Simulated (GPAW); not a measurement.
# GaF (Pm-3m) in GPAW: convergence with k mesh

Aim: find how far k mesh must go before the results for GaF settle, at PBE. This setting moves, with any that are tied to it; all else stays.

Everything below comes from runs of GPAW 26.7.0. Logs are shortened: lines on timing, memory, paths and dates and some standing lists are left out, and cuts for length are marked. The log counts tension as positive stress, the text compression.

## Step 1: The structure

It takes space group Pm-3m (No. 221, cubic). Conventional cell: a = 3.166 Å, b = 3.166 Å, c = 3.166 Å, α = 90.00°, β = 90.00°, γ = 90.00°. Around Ga (site symmetry m-3m) lie 8 F at 2.74 Å. F (site symmetry m-3m) is surrounded by 8 Ga at 2.74 Å.

The cell was built by a generator and needn't be a form met in nature.

## Step 2: With k mesh 2 × 2 × 2

run.py

```python
from ase.dft.bandgap import bandgap
from ase.io import read, write
from ase.units import GPa
from gpaw import GPAW, PW

atoms = read('GaF.xyz')

calc = GPAW(mode=PW(800),
            xc='PBE',
            kpts={'size': (2, 2, 2), 'gamma': True},
            occupations={'name': 'fermi-dirac', 'width': 0.05},
            nbands=13,
            convergence={'density': 1e-05, 'energy': 1e-05},
            maxiter=100,
            txt='gpaw.txt')
atoms.calc = calc
energy = atoms.get_potential_energy()
forces = atoms.get_forces()
stress = atoms.get_stress()
calc.write('gs.gpw')
write('result.traj', atoms)
print(f'Energy: {energy:.6f} eV')
print('Forces (eV/A):')
print(forces.round(4))
print('Stress (GPa):', (stress / GPa).round(3))
print('Fermi level:', round(calc.get_fermi_level(), 4), 'eV')
print(f'Gap: {bandgap(calc)[0]:.4f} eV, direct: {bandgap(calc, direct=True)[0]:.4f} eV')
```

GaF.xyz

```xyz
2
Lattice="3.1659200000 0.0000000000 0.0000000000 0.0000000000 3.1659200000 0.0000000000 0.0000000000 0.0000000000 3.1659200000" Properties=species:S:1:pos:R:3 pbc="T T T"
Ga     0.0000000000      0.0000000000      0.0000000000
F      1.5829600000      1.5829600000      1.5829600000
```

Potentials or basis: GPAW PAW data sets (gpaw-data 1.2.1), pw.

Started as:

```sh
$ OMP_NUM_THREADS=1 python run.py
```

gpaw.txt:

```text
__  _  _
 | _ |_)|_||  |
 |__||  | ||/\| - 26.7.0

Input parameters:
  mode=PW(ecut=800.0),
  convergence={'density': 1e-05, 'energy': 1e-05},
  kpts=MonkhorstPack(size=(2, 2, 2), gamma=True),
  maxiter=100,
  nbands=13,
  occupations=Occupations(name='fermi-dirac', width=0.05),
  xc=XC(name='PBE')

Diagonalizing LCAO Hamiltonian
Converting LCAO to pw mode
   .-------.
  /|       |
 * |       |
 | |  F    |
 | .-------.
 |/       /
 Ga------*

Atoms  # Å, Bohr magnetons
|   | symbol |        x |        y |        z |    initial magnetic moments |
|---|--------|----------|----------|----------|-----------------------------|
| 0 |     Ga | 0.000000 | 0.000000 | 0.000000 | ( 0.0000,  0.0000,  0.0000) |
| 1 |      F | 1.582960 | 1.582960 | 1.582960 | ( 0.0000,  0.0000,  0.0000) |

Unit cell  # Å
| periodic |        x |        y |        z |  lengths |    angles |
|----------|----------|----------|----------|----------|-----------|
|      yes | 3.165920 | 0.000000 | 0.000000 | 3.165920 | 90.000000 |
|      yes | 0.000000 | 3.165920 | 0.000000 | 3.165920 | 90.000000 |
|      yes | 0.000000 | 0.000000 | 3.165920 | 3.165920 | 90.000000 |

Number of symmetries: 48
Symmetry operations  # r_c * U_cc + t_c -> r_c
|    | kind |            matrix            |
|----|------|------------------------------|
|  0 |  E   |  1, 0, 0,  0, 1, 0,  0, 0, 1 |
|  1 |  σ   |  1, 0, 0,  0, 1, 0,  0, 0,-1 |
|  2 |  σ   |  1, 0, 0,  0, 0, 1,  0, 1, 0 |
|  3 |  C4  |  1, 0, 0,  0, 0, 1,  0,-1, 0 |
|  4 |  C4  |  1, 0, 0,  0, 0,-1,  0, 1, 0 |
|  5 |  σ   |  1, 0, 0,  0, 0,-1,  0,-1, 0 |
|  6 |  σ   |  1, 0, 0,  0,-1, 0,  0, 0, 1 |
|  7 |  C2  |  1, 0, 0,  0,-1, 0,  0, 0,-1 |
|  8 |  σ   |  0, 1, 0,  1, 0, 0,  0, 0, 1 |
|  9 |  C2  |  0, 1, 0,  1, 0, 0,  0, 0,-1 |
| 10 |  C3  |  0, 1, 0,  0, 0, 1,  1, 0, 0 |
| 11 |  S6  |  0, 1, 0,  0, 0, 1, -1, 0, 0 |
| 12 |  S6  |  0, 1, 0,  0, 0,-1,  1, 0, 0 |
| 13 |  C3  |  0, 1, 0,  0, 0,-1, -1, 0, 0 |
| 14 |  C4  |  0, 1, 0, -1, 0, 0,  0, 0, 1 |
| 15 |  S4  |  0, 1, 0, -1, 0, 0,  0, 0,-1 |
| 16 |  C3  |  0, 0, 1,  1, 0, 0,  0, 1, 0 |
| 17 |  S6  |  0, 0, 1,  1, 0, 0,  0,-1, 0 |
| 18 |  σ   |  0, 0, 1,  0, 1, 0,  1, 0, 0 |
| 19 |  C4  |  0, 0, 1,  0, 1, 0, -1, 0, 0 |
| 20 |  C2  |  0, 0, 1,  0,-1, 0,  1, 0, 0 |
| 21 |  S4  |  0, 0, 1,  0,-1, 0, -1, 0, 0 |
| 22 |  S6  |  0, 0, 1, -1, 0, 0,  0, 1, 0 |
| 23 |  C3  |  0, 0, 1, -1, 0, 0,  0,-1, 0 |
| 24 |  S6  |  0, 0,-1,  1, 0, 0,  0, 1, 0 |
| 25 |  C3  |  0, 0,-1,  1, 0, 0,  0,-1, 0 |
| 26 |  C4  |  0, 0,-1,  0, 1, 0,  1, 0, 0 |
| 27 |  σ   |  0, 0,-1,  0, 1, 0, -1, 0, 0 |
| 28 |  S4  |  0, 0,-1,  0,-1, 0,  1, 0, 0 |
| 29 |  C2  |  0, 0,-1,  0,-1, 0, -1, 0, 0 |
| 30 |  C3  |  0, 0,-1, -1, 0, 0,  0, 1, 0 |
| 31 |  S6  |  0, 0,-1, -1, 0, 0,  0,-1, 0 |
| 32 |  C4  |  0,-1, 0,  1, 0, 0,  0, 0, 1 |
| 33 |  S4  |  0,-1, 0,  1, 0, 0,  0, 0,-1 |
| 34 |  S6  |  0,-1, 0,  0, 0, 1,  1, 0, 0 |
| 35 |  C3  |  0,-1, 0,  0, 0, 1, -1, 0, 0 |
| 36 |  C3  |  0,-1, 0,  0, 0,-1,  1, 0, 0 |
| 37 |  S6  |  0,-1, 0,  0, 0,-1, -1, 0, 0 |
| 38 |  σ   |  0,-1, 0, -1, 0, 0,  0, 0, 1 |
| 39 |  C2  |  0,-1, 0, -1, 0, 0,  0, 0,-1 |
| 40 |  σ   | -1, 0, 0,  0, 1, 0,  0, 0, 1 |
| 41 |  C2  | -1, 0, 0,  0, 1, 0,  0, 0,-1 |
| 42 |  C2  | -1, 0, 0,  0, 0, 1,  0, 1, 0 |
| 43 |  S4  | -1, 0, 0,  0, 0, 1,  0,-1, 0 |
| 44 |  S4  | -1, 0, 0,  0, 0,-1,  0, 1, 0 |
| 45 |  C2  | -1, 0, 0,  0, 0,-1,  0,-1, 0 |
| 46 |  C2  | -1, 0, 0,  0,-1, 0,  0, 0, 1 |
| 47 |  i   | -1, 0, 0,  0,-1, 0,  0, 0,-1 |

BZ-sampling:
  Number of BZ points: 8
  Number of IBZ points: 4

  Monkhorst-Pack size: [2, 2, 2]
  Monkhorst-Pack shift: [0.25, 0.25, 0.25]

K-points  # in reciprocal-cell coordinates
|   |                                coordinates |     weight |
|---|--------------------------------------------|------------|
| 0 | (  0.00000000,   0.00000000,   0.00000000) | 0.12500000 |
| 1 | (  0.50000000,   0.00000000,   0.00000000) | 0.37500000 |
| 2 | (  0.50000000,   0.50000000,   0.00000000) | 0.37500000 |
| 3 | (  0.50000000,   0.50000000,   0.50000000) | 0.12500000 |

Plane wave coefficients: 1654
Cutoff: 800.0 eV

Spin-components: 1 (collinear spins)
Bands:           13
Projectors:      10
Spin-degeneracy: 2
Datatype:        complex128

Parallelization:
  kpt:    1
  domain: 1
  band:   1

Density:
  Valence electrons: 10.0
  Components: 1
  Grid points: [21 21 21]
  Charge: 0.0  # |e|

Potential:
  Grid points: [21 21 21]

species:
  Ga:
    name:    Gallium
    Z:       31.0
    valence: 3
    core:    28
    charge:  0.0  # [|e|]
    compensation charges:
      type: gauss
      rc: 0.37  # [Å]
      lmax: 2
    cutoffs:
      filter: 2.06  # [Å]
      core: 4.17  # [Å]
    projectors
    | kind |    occ | energy [eV] | rcut [Å] |
    |------|--------|-------------|----------|
    |   4s |  2.000 |      -8.945 |    1.164 |
    |   4p |  1.000 |      -2.580 |    1.164 |
    |    s |        |      18.266 |    1.164 |
    |    p |        |      24.631 |    1.164 |
    |    d |        |       0.000 |    1.164 |

    Using partial waves for Ga as LCAO basis

  F:
    name:    Fluorine
    Z:       9.0
    valence: 7
    core:    2
    charge:  0.0  # [|e|]
    compensation charges:
      type: gauss
      rc: 0.20  # [Å]
      lmax: 2
    cutoffs:
      filter: 1.14  # [Å]
      core: 0.74  # [Å]
    projectors
    | kind |    occ | energy [eV] | rcut [Å] |
    |------|--------|-------------|----------|
    |   2s |  2.000 |     -29.898 |    0.635 |
    |   2p |  5.000 |     -11.110 |    0.635 |
    |    s |        |      -2.687 |    0.635 |
    |    p |        |      16.102 |    0.635 |
    |    d |        |       0.000 |    0.635 |

    Using partial waves for F as LCAO basis

Reference energy: -55598.752314  # eV

eigensolver:
  PPCG
  Converge bands: occupied
  niter=2

density mixing:
  MSR1-Mixer
  Pratt-step length: 0.05
  Maximum mixing coefficient: 0.75
  Old densities: 10
  SVD Regularization: 0.005
  Good broyden scale: 1.0
  Trust region scale: 1.0
  Backstep threshold: 4.0
  History deletion threshold: 6.0
  Fourier metric: weight=20.0, sigma=0.015

occupation numbers:
  Fermi-Dirac:
    width: 0.0500  # eV

poisson solver:
  ecut: 6400.0  # eV

xc functional:
  name: PBE with 2 nearest neighbor stencil

convergence criteria:
- Maximum integral of absolute [dens]ity change: 1e-05 electrons / valence electron
- Maximum [total energy] change in last 3 cyles: 1e-05 eV / valence electron
- Maximum integral of absolute [eigenst]ate change: 4e-08 eV^2 / valence electron
maximum number of iterations: 100

SCF iterations
|iter     | |      energy | eigst |  dens |
|---------|-|-------------|-------|-------|
|iter:   1| |   -7.627598 | -0.51 |       |
|iter:   2| |   -7.377791 | -2.22 | -0.93 |
|iter:   3| |   -6.739335 | -0.68 | -0.98 |
|iter:   4| |   -6.734156 | -2.46 | -1.38 |
|iter:   5| |   -6.739402 | -3.34 | -1.61 |
|iter:   6| |   -6.739410 | -4.93 | -2.42 |
|iter:   7| |   -6.739495c| -5.05 | -2.85 |
|iter:   8| |   -6.739505c| -7.75c| -3.97 |
|iter:   9| |   -6.739513c| -8.35c| -4.31 |
|iter:  10| |   -6.739513c| -9.08c| -5.27c|

Converged in 10 steps
Energy contributions relative to reference atoms: (reference = -55598.752314)

Energy contributions:
  Kinetic:          15.550783
  Coulomb:         -14.299751
  Zero:              0.082992
  External:          0.000000
  Xc:               -8.070080
  Entropy:          -0.006914
  Spinorbit:         0.000000
  ----------------------------
  Free energy:      -6.742970
  Extrapolated:     -6.739513

dipole moment: (-8.298505, -8.298505, -8.298505)  # |e|*Ang

Fermi level: 3.558
Eigenvalues  # (at kpt = [0.000, 0.000, 0.000])
| band index |      eig [eV] | occ [0-2] |
|------------|---------------|-----------|
|          0 |       -18.846 |     2.000 |
|          1 |        -2.655 |     2.000 |
|          2 |        -0.045 |     2.000 |
|          3 |        -0.045 |     2.000 |
|          4 |        -0.045 |     2.000 |
|          5 |        11.736 |     0.000 |
|          6 |        11.736 |     0.000 |
|          7 |        11.736 |     0.000 |
|          8 |        13.094 |     0.000 |
|          9 |        13.094 |     0.000 |
|         10 |        20.218 |     0.000 |
|         11 |        23.585 |     0.000 |
|         12 |        23.585 |     0.000 |

Gap: 0.324 eV
Transition (v -> c):
  (s=0, k=3, n=4, [0.50, 0.50, 0.50]) -> (s=0, k=1, n=5, [0.50, 0.00, 0.00])
Direct/indirect transitions are different
Direct gap: 1.105 eV
Transition at: (s=0, k=1, n=4, [0.50, 0.00, 0.00])

Forces  # eV/Ang
|        x |        y |        z |
|----------|----------|----------|
|  0.00000 |  0.00000 |  0.00000 |  # Ga   0
| -0.00000 | -0.00000 | -0.00000 |  # F    1

Stress tensor  # eV/Ang^3
|         x |         y |         z |
|-----------|-----------|-----------|
| -0.038388 |  0.000000 |  0.000000 |
|  0.000000 | -0.038388 |  0.000000 |
|  0.000000 |  0.000000 | -0.038388 |

# Writing to gs.gpw (mode='')
```

stdout:

```text
Energy: -6.739513 eV
Forces (eV/A):
[[ 0.  0.  0.]
 [-0. -0. -0.]]
Stress (GPa): [-6.15 -6.15 -6.15  0.    0.    0.  ]
Fermi level: 3.5581 eV
Gap: 0.3240 eV, direct: 1.1052 eV
```

Run time: 3.9 s. Hardware: 1 thread of Arm Neoverse V1, shared host; peak memory 0.13 GiB.

Results:

- Free energy: -6.7430 eV
- Pressure: 6.2 GPa
- Band gap on the k mesh: 0.32 eV, indirect (least direct gap 1.11 eV)

## Step 3: With k mesh 3 × 3 × 3

Edit run.py of step 2 so:

```diff
@@ -9,3 +9,3 @@
             xc='PBE',
-            kpts={'size': (2, 2, 2), 'gamma': True},
+            kpts={'size': (3, 3, 3), 'gamma': True},
             occupations={'name': 'fermi-dirac', 'width': 0.05},
```

GaF.xyz is that of step 2.

Potentials or basis: GPAW PAW data sets (gpaw-data 1.2.1), pw.

Started as:

```sh
$ OMP_NUM_THREADS=1 python run.py
```

Run time: 3.9 s. Hardware: 1 thread of Arm Neoverse V1, shared host; peak memory 0.13 GiB.

Results:

```yaml
Free_energy: -7.4795 eV
Pressure: -2.5 GPa
Band_gap_on_the_k_mesh: 3.70 eV, indirect (least direct gap 4.38 eV)
```

## Step 4: With k mesh 4 × 4 × 4

Edit run.py of step 3 so:

```diff
@@ -9,3 +9,3 @@
             xc='PBE',
-            kpts={'size': (3, 3, 3), 'gamma': True},
+            kpts={'size': (4, 4, 4), 'gamma': True},
             occupations={'name': 'fermi-dirac', 'width': 0.05},
```

GaF.xyz is that of step 3.

Started as:

```sh
$ OMP_NUM_THREADS=1 python run.py
```

Run time: 6.2 s. Hardware: 1 thread of Arm Neoverse V1, shared host; peak memory 0.13 GiB.

What came out:

| Property | Result |
| --- | --- |
| Free energy | -7.4040 eV |
| Pressure | -1.1 GPa |
| Band gap on the k mesh | 0.34 eV, indirect (least direct gap 1.12 eV) |

## Step 5: With k mesh 5 × 5 × 5

Edit run.py of step 4 so:

```diff
@@ -9,3 +9,3 @@
             xc='PBE',
-            kpts={'size': (4, 4, 4), 'gamma': True},
+            kpts={'size': (5, 5, 5), 'gamma': True},
             occupations={'name': 'fermi-dirac', 'width': 0.05},
```

GaF.xyz is that of step 4.

Started as:

```sh
$ OMP_NUM_THREADS=1 python run.py
```

Wall time 6.1 s (1 thread of Arm Neoverse V1, shared host); peak memory 0.13 GiB.

Results (log left out):

```
Free energy            : -7.4423 eV
Pressure               : -2.0 GPa
Band gap on the k mesh : 2.34 eV, indirect (least direct gap 2.80 eV)
```

## Step 6: With k mesh 6 × 6 × 6

Edit run.py of step 5 so:

```diff
@@ -9,3 +9,3 @@
             xc='PBE',
-            kpts={'size': (5, 5, 5), 'gamma': True},
+            kpts={'size': (6, 6, 6), 'gamma': True},
             occupations={'name': 'fermi-dirac', 'width': 0.05},
```

GaF.xyz is that of step 5.

Potentials or basis: GPAW PAW data sets (gpaw-data 1.2.1), pw.

Started as:

```sh
$ OMP_NUM_THREADS=1 python run.py
```

Run time: 10 s. Hardware: 1 thread of Arm Neoverse V1, shared host; peak memory 0.14 GiB.

The run converged. Its results:

* Free energy: -7.4280 eV
* Pressure: -1.6 GPa
* Band gap on the k mesh: 0.34 eV, indirect (least direct gap 1.11 eV)

## Step 7: With k mesh 8 × 8 × 8

Edit run.py of step 6 so:

```diff
@@ -9,3 +9,3 @@
             xc='PBE',
-            kpts={'size': (6, 6, 6), 'gamma': True},
+            kpts={'size': (8, 8, 8), 'gamma': True},
             occupations={'name': 'fermi-dirac', 'width': 0.05},
```

GaF.xyz is that of step 6.

Started as:

```sh
$ OMP_NUM_THREADS=1 python run.py
```

It took 16 s on 1 thread of Arm Neoverse V1, shared host; peak memory 0.15 GiB.

Results (log left out):

* Free energy: -7.4318 eV
* Pressure: -1.7 GPa
* Band gap on the k mesh: 0.34 eV, indirect (least direct gap 1.12 eV)

## Step 8: With k mesh 9 × 9 × 9

Edit run.py of step 7 so:

```diff
@@ -9,3 +9,3 @@
             xc='PBE',
-            kpts={'size': (8, 8, 8), 'gamma': True},
+            kpts={'size': (9, 9, 9), 'gamma': True},
             occupations={'name': 'fermi-dirac', 'width': 0.05},
```

GaF.xyz is that of step 7.

Started as:

```sh
$ OMP_NUM_THREADS=1 python run.py
```

It took 16 s on 1 thread of Arm Neoverse V1, shared host; peak memory 0.15 GiB.

Results (log left out):

```yaml
Free_energy: -7.4336 eV
Pressure: -1.8 GPa
Band_gap_on_the_k_mesh: 1.24 eV, indirect (least direct gap 1.81 eV)
```

## Step 9: With k mesh 11 × 11 × 11

Edit run.py of step 8 so:

```diff
@@ -9,3 +9,3 @@
             xc='PBE',
-            kpts={'size': (9, 9, 9), 'gamma': True},
+            kpts={'size': (11, 11, 11), 'gamma': True},
             occupations={'name': 'fermi-dirac', 'width': 0.05},
```

GaF.xyz is that of step 8.

Potentials or basis: GPAW PAW data sets (gpaw-data 1.2.1), pw.

Started as:

```sh
$ OMP_NUM_THREADS=1 python run.py
```

Run time: 24 s. Hardware: 1 thread of Arm Neoverse V1, shared host; peak memory 0.17 GiB.

Results (log left out):

```
Free energy            : -7.4332 eV
Pressure               : -1.8 GPa
Band gap on the k mesh : 1.00 eV, indirect (least direct gap 1.61 eV)
```

## Step 10: Result

```
      k mesh  energy less the tightest run, at zero smearing (meV/atom)  pressure (GPa)  gap on the mesh (eV)  SCF cycles  CPU time (s)  peak memory (GiB)
   2 × 2 × 2                                                     346.86            6.15                 0.324          10           3.9               0.13
   3 × 3 × 3                                                     -23.14           -2.52                 3.702          10           3.9               0.13
   4 × 4 × 4                                                      14.79           -1.13                 0.337          10           6.2               0.13
   5 × 5 × 5                                                      -4.52           -1.96                 2.343          10           6.1               0.13
   6 × 6 × 6                                                       2.69           -1.60                 0.340          10            10               0.14
   8 × 8 × 8                                                       0.73           -1.70                 0.340          10            16               0.15
   9 × 9 × 9                                                      -0.16           -1.77                 1.243          10            16               0.15
11 × 11 × 11                                                       0.00           -1.75                 0.998          10            24               0.17
```

Against the tightest run, the energy stays within 1 meV/atom from 8 × 8 × 8 on; the pressure stays within 0.1 GPa from 8 × 8 × 8 on. Not settled before the last step: the gap on the mesh (to 0.01 eV). Meshes of other sizes hit other points, so gaps and Fermi surfaces needn't settle smoothly. The tightest run that finished is the yardstick and may itself not be fully converged.

Caveats: an odd mesh through Γ misses points on the zone boundary, where band edges often lie.
